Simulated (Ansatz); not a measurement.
# AlClH3In: a ladder of functionals and wavefunction methods

An exercise on one series of results from a longer session: the logs are not shown, and one member is left open.

Computed with Ansatz 0.2.0, Gaussian basis. Level: functionals in def2-TZVPP, the program's frozen cores in correlated methods.

Levels to be run: LDA (SPW92), PBE-D4, revPBE-D4, BLYP-D4, r2SCAN-D4, B97M-V, PBE0-D4, B3LYP-D4, r2SCANh-D4, r2SCAN0-D4, HSE06-D4, BHLYP-D4, CAM-B3LYP-D4, LC-ωPBE, ωB97X-V, ωB97M-V, B2PLYP, PBE-QIDH; CCSD(T)/def2-SVP; CCSD(T)/def2-TZVPP; MP2/def2-QZVPP; extrapolation to the limit; RPA on PBE.

### The relaxed structure

An earlier PBE0-D4 in a triple-zeta def2 set relaxation fixed the geometry. In takes the def2 core potential; no spin-orbit term is included.

SMILES `[AlH2][InH][Cl]`, 6 atoms, charge 0, spin multiplicity 1.

Atoms are counted from 1 here; the program's logs count them from 0.

Bond lengths: Al1–In2 2.658 Å, Al1–H4 1.587 Å, Al1–H5 1.587 Å, In2–Cl3 2.378 Å, In2–H6 1.720 Å. Angles: In2–Al1–H4 119.9°, In2–Al1–H5 119.9°, H4–Al1–H5 120.1°, Al1–In2–Cl3 104.7°, Al1–In2–H6 146.0°, Cl3–In2–H6 109.4°.

Set-up of the first run:

in.yaml

```yaml
crystal:
  periodic: [false, false, false]
  atoms:
    - {symbol: Al, position_ang: [-1.146371, 0.403611, -0.739522]}
    - {symbol: In, position_ang: [0.827655, -0.106657, 0.965851]}
    - {symbol: Cl, position_ang: [2.299276, -1.543499, -0.228597]}
    - {symbol: H, position_ang: [-2.407536, -0.557214, -0.800406]}
    - {symbol: H, position_ang: [-1.031130, 1.630586, -1.738925]}
    - {symbol: H, position_ang: [1.458105, 0.173172, 2.541599]}
basis:
  gaussian: {orbitals: def2-TZVPP}
hamiltonian: {xc: lda}
output: {orbitals: {seedname: orbitals}}
```

Run with:

```bash
$ ansatz run in.yaml --threads 2 --pin off --events-out ev --progress --plain --max-ram 4352MiB
```

Among the steps run: LDA; PBE-D4 (GGA); revPBE-D4 (GGA); BLYP-D4 (GGA); r2SCAN-D4 (meta-GGA); B97M-V (meta-GGA); PBE0-D4 (hybrid); B3LYP-D4 (hybrid); r2SCANh-D4 (hybrid); r2SCAN0-D4 (hybrid); HSE06-D4 (hybrid); BHLYP-D4 (hybrid); CAM-B3LYP-D4 (range-separated); LC-ωPBE (range-separated); ωB97X-V (range-separated); ωB97M-V (range-separated); B2PLYP (double hybrid); PBE-QIDH (double hybrid).

One table of the session follows, with a row left open; its other results are not shown here.

It belongs to the step «Orbital energies across the functionals». 

| functional | HOMO (eV) | LUMO (eV) | gap (eV) |
| --- | --- | --- | --- |
| LDA (SPW92) | -6.30 | -3.40 | 2.90 |
| PBE-D4 | ? | ? | ? |
| revPBE-D4 | -6.14 | -3.06 | 3.08 |
| BLYP-D4 | -6.04 | -3.03 | 3.01 |
| r2SCAN-D4 | -6.44 | -2.92 | 3.53 |
| B97M-V | -6.53 | -3.09 | 3.43 |
| PBE0-D4 | -7.24 | -2.43 | 4.81 |
| B3LYP-D4 | -7.04 | -2.61 | 4.43 |
| r2SCANh-D4 | -6.83 | -2.67 | 4.16 |
| r2SCAN0-D4 | -7.40 | -2.30 | 5.10 |
| HSE06-D4 | -6.85 | -2.79 | 4.06 |
| BHLYP-D4 | -8.16 | -1.65 | 6.50 |
| CAM-B3LYP-D4 | -8.44 | -1.49 | 6.95 |
| LC-ωPBE | -9.70 | -0.44 | 9.27 |
| ωB97X-V | -9.39 | -0.55 | 8.84 |
| ωB97M-V | -9.18 | -0.82 | 8.37 |

Q: Estimate the row for PBE-D4 from the others.

As computed: HOMO (eV): -6.19; LUMO (eV): -3.16; gap (eV): 3.02. In the column «HOMO (eV)» it lies between LDA (SPW92) (-6.30) and revPBE-D4 (-6.14).
